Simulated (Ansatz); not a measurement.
Write a Python script for the Python package of Ansatz (0.2.0) that makes a formation energy from the elements of KVF3 and its elements. Level of theory (first run): PBEsol, PAW, cutoff 520 eV, 6×6×6 k-points, Fermi-Dirac smearing of 0.02 eV, collinear spin.

The script, `run_formation.py`:
```python
# -*- coding: utf-8 -*-
'''Formation energy of KVF3 from the elements, after relaxing atoms and volume at fixed cell shape.'''

from collections import Counter
from dataclasses import dataclass
import warnings

import ansatz as az
import numpy as np


@dataclass(frozen=True)
class Settings:
    functional: str = 'pbesol'
    ecut: int = 520
    kspacing: float = 0.3
    occupations: str = 'fermi_dirac'
    width_ev: float = 0.02


opts = Settings()

POLARISED = {'KVF3', 'V'}

GASES = {'F2'}


def solve(name, crystal):
    calc = (
        crystal.calculation()
        .functional(opts.functional)
        .basis(opts.ecut)  # a bare number is in eV
        .kpoints(spacing=opts.kspacing)
        .occupations(opts.occupations, width=opts.width_ev)  # the run then minimises F = E - TS
        .stress()  # positive in compression
    )
    if name in POLARISED:
        calc = calc.spin('collinear')
    if name in GASES:
        return calc.kpoints(1, 1, 1).relax(force_tolerance=0.02).run(threads=1, backend='cpu')
    calc = calc.relax(force_tolerance=0.02, fix_cell=['shape'])
    return calc.run(threads=1, backend='cpu')


def counts(outcome):
    return Counter(site.symbol for site in outcome.lattice.sites)

def formation_energy(outcome, mu):
    n = counts(outcome)
    return (outcome.report['energy_sigma0_ev'] - sum(k * mu[element] for element, k in n.items())) / sum(n.values())


def volume_per_atom(outcome):
    return abs(np.linalg.det(outcome.lattice.cell_ang)) / len(outcome.lattice.sites)

warnings.simplefilter('ignore', az.DeckWarning)

phases = {}
kvf3 = (
    az.Lattice.from_parameters(4.131, 4.131, 4.131, alpha=90.0, beta=90.0, gamma=90.0)
    .atom('K', (0.0, 0.0, 0.0))
    .atom('V', (0.5, 0.5, 0.5))
    .atom('F', (0.5, 0.5, 0.0))
    .atom('F', (0.0, 0.5, 0.5))
    .atom('F', (0.5, 0.0, 0.5))
    .moments(V=1.5)
)
phases['KVF3'] = kvf3
k = (
    az.Lattice.bcc(5.225)
    .space_group(229)
    .atom('K', (0.0, 0.0, 0.0))
    .primitive()
)
phases['K'] = k
v = (
    az.Lattice.from_parameters(2.622931, 2.622931, 2.622931, alpha=109.47122, beta=109.47122, gamma=109.47122)
    .atom('V', (0.0, 0.0, 0.0))
    .moments(V=1.5)
)
phases['V'] = v
f2 = (
    az.Lattice.from_parameters(9.0, 9.5, 10.0, alpha=90.0, beta=90.0, gamma=90.0)
    .atom('F', (0.5, 0.5, 0.429))
    .atom('F', (0.5, 0.5, 0.571))
)
phases['F2'] = f2

done = {}
for name, crystal in phases.items():
    done[name] = solve(name, crystal)
    print(f'{name}: {done[name].report["energy_sigma0_ev"]:.4f} eV, {len(done[name].lattice.sites)} atoms')

# energy of one atom in its reference phase
references = {'K': 'K', 'V': 'V', 'F': 'F2'}
mu = {element: done[name].report['energy_sigma0_ev'] / len(done[name].lattice.sites) for element, name in references.items()}

target = done['KVF3']
heat = formation_energy(target, mu)
rows = [(name, len(o.lattice.sites), volume_per_atom(o), formation_energy(o, mu)) for name, o in done.items()]
print('     phase       atoms  V (A^3/atom)  E_form (eV/atom)')
for row in rows:
    print(f'{str(row[0]):>10}  {row[1]:10d}  {row[2]:12.3f}  {row[3]:16.4f}')
# gas references are bare DFT energies, without zero-point or fitted corrections
```

`python run_formation.py` gives:
```text
KVF3: -6807.2098 eV, 5 atoms
K: -1516.0040 eV, 1 atoms
RunWarning: the starting moments were not kept: the SCF closed with an absolute magnetisation of 6.0e-7 μB, where they sum to 1.5 μB in size (1 site). That is at most 0.1 of that sum. Measured as dr2_m measures the in/out step, that magnetisation stands 1.0e-13 eV from none, at or under the dr2_threshold of 1.0e-7 eV: [...]
V: -2885.2866 eV, 1 atoms
F2: -1595.3034 eV, 2 atoms
     phase       atoms  V (A^3/atom)  E_form (eV/atom)
      KVF3           5        13.842           -2.5928
         K           1        71.323            0.0000
         V           1        13.045            0.0000
        F2           2       427.500            0.0000
```
(Warnings from the package without file and line, shortened, repeats left out.)

Reading the output:
- These settings explore the input space; cutoff and mesh may be short of convergence.
- The SCF didn't keep the moments it started from (some shrank, vanished or turned); what is printed is the state reached.
- For the metals among these phases the mesh is modest: differences between phases can be off by up to 40 meV an atom.
- Atoms and volume are relaxed with the cell's shape held, which in cells of lower than cubic symmetry can hide stresses and shift volumes.
- Without a Hubbard U or exact exchange, semilocal functionals often make such 3d compounds metallic or too weakly gapped.
- The cells come from databases of deposited and of computed structures, and not all need be stable phases.
- The compound is the structure given, not necessarily its lowest; energies are at zero temperature, with no correction for gases. Magnetic phases start from parallel moments and may not end in their lowest magnetic state. A semilocal functional's error on such energies is often 0.05 to 0.1 eV an atom, and 0.1 to 0.3 eV against gases such as O2 or F2.
- The script silences the warnings on its input, which a real study should read.
- The whole script took 39 s on 1 thread of Intel(R) Xeon(R) Platinum 8375C CPU @ 2.90GHz (Ice Lake) (shared host), peak memory 0.8 GiB.

(A comment or docstring line of the script was reworded after the run, the code is as it ran; lines on the test bed's own set-up are left out of the output.)
